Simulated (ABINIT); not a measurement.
TaVN2:

```
Ta V N
1.0
     3.04987    0.00000    0.00000
     0.00000    3.04987    0.00000
     0.00000    0.00000    4.29606
Ta V N
1 1 2
Direct
  0.00000 0.00000 0.00000
  0.50000 0.50000 0.50000
  0.50000 0.50000 0.00000
  0.00000 0.00000 0.50000
```

The cell comes from a database or a generator and needn't be the stable form of this composition.

```yaml
Program: ABINIT 10.8.3 (patched build)
Task: relaxation of cell and atoms
Functional: LDA
Potentials_or_basis: JTH PAW LDA v2.0
Cutoff: 707 eV
k_mesh: 4 × 4 × 3
Occupations: fermi-dirac, width 0.05 eV
Spin: collinear spin, ferromagnetic start
Starting_moments: "[0.0, 2.0, 0.0, 0.0] μB"
```

At the start: pressure -18.3 GPa; volume 9.99 Å³/atom.

Task: Where does the relaxation end?

Result: Over 4 steps the energy falls by 35.7 meV/atom and the volume is 9.43 Å³/atom (-5.6 %); space group P4/mmm (No. 123, to 0.05 Å); moment 0.64 μB per cell.

Step by step:
| step | energy change (eV) | largest force (eV/Å) | pressure (GPa) | volume (Å³) |
| --- | --- | --- | --- | --- |
| 1 | 0.0000 | 0.0000 | -18.31 | 39.96 |
| 2 | -0.1409 | 0.0000 | -0.28 | 37.76 |
| 3 | -0.1424 | 0.0000 | 0.20 | 37.71 |
| 4 | -0.1427 | 0.0000 | -0.01 | 37.74 |

Final structure:
```
Ta V N
1.0
     2.97885    0.00000    0.00000
     0.00000    2.97885    0.00000
     0.00000    0.00000    4.25283
Ta V N
1 1 2
Direct
  0.00000 0.00000 0.00000
  0.50000 0.50000 0.50000
  0.50000 0.50000 0.00000
  0.00000 0.00000 0.50000
```

Caveat: the k mesh is coarse (spacing up to 0.52 Å⁻¹), so the values aren't converged.
